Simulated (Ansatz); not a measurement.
SiTe:

```
CELL_PARAMETERS angstrom
3.71434 0.00000 0.00000
-1.85717 3.21671 0.00000
0.00000 0.00000 4.97637
ATOMIC_POSITIONS crystal
Si 0.00000 0.00000 0.50000
Te 0.00000 0.00000 0.00000
```

The cell was built by a generator and needn't be a form met in nature.

- Program: Ansatz 0.2.0
- Task: relaxation of cell and atoms
- Functional: PBEsol0
- Potentials or basis: Ansatz PAW
- Cutoff: 420 eV (not typed: the program's choice for these potentials)
- k mesh: 4 × 4 × 3
- Occupations: fermi-dirac, width 0.05 eV
- Spin: no spin polarisation

At the start: volume 29.73 Å³/atom.

Question: Where does the relaxation end?

Answer: It ends after 11 steps and the volume is 23.57 Å³/atom (-20.7 %); space group P6/mmm (No. 191, to 0.05 Å).

The path:
| step | energy change (eV) | largest force (eV/Å) | volume (Å³) |
| --- | --- | --- | --- |
| 1 | 0.0000 | 0.0000 | 59.46 |
| 2 | -0.3037 | 0.0000 | 54.72 |
| 3 | -0.8804 | 0.0000 | 53.63 |
| 4 | -1.3649 | 0.0000 | 50.30 |
| 5 | -1.5071 | 0.0000 | 45.43 |
| 6 | -1.5194 | 0.0000 | 47.91 |
| 7 | -1.5229 | 0.0000 | 47.11 |
| 8 | -1.5229 | 0.0000 | 47.13 |
| 9 | -1.5228 | 0.0000 | 47.13 |
| 10 | -1.5228 | 0.0000 | 47.14 |
| 11 | -1.5228 | 0.0000 | 47.14 |

Final structure:
```
Si Te
1.0
     3.09875    0.00000    0.00000
    -1.54938    2.68360    0.00000
     0.00000    0.00000    5.66879
Si Te
1 1
Direct
  0.00000 0.00000 0.50000
  0.00000 0.00000 0.00000
```

Caveat: the k mesh is coarse (spacing up to 0.49 Å⁻¹), so the values aren't converged, least of all with exact exchange; the volume moved by over 15 % at a fixed basis, so the end points are rough; the plane-wave basis is chosen anew once the cell has moved, so the energies of steps on either side of that aren't comparable; the PAW data sets come from PBE, with cores solved anew for the run's functional, which leaves a small shift of forces and pressure.
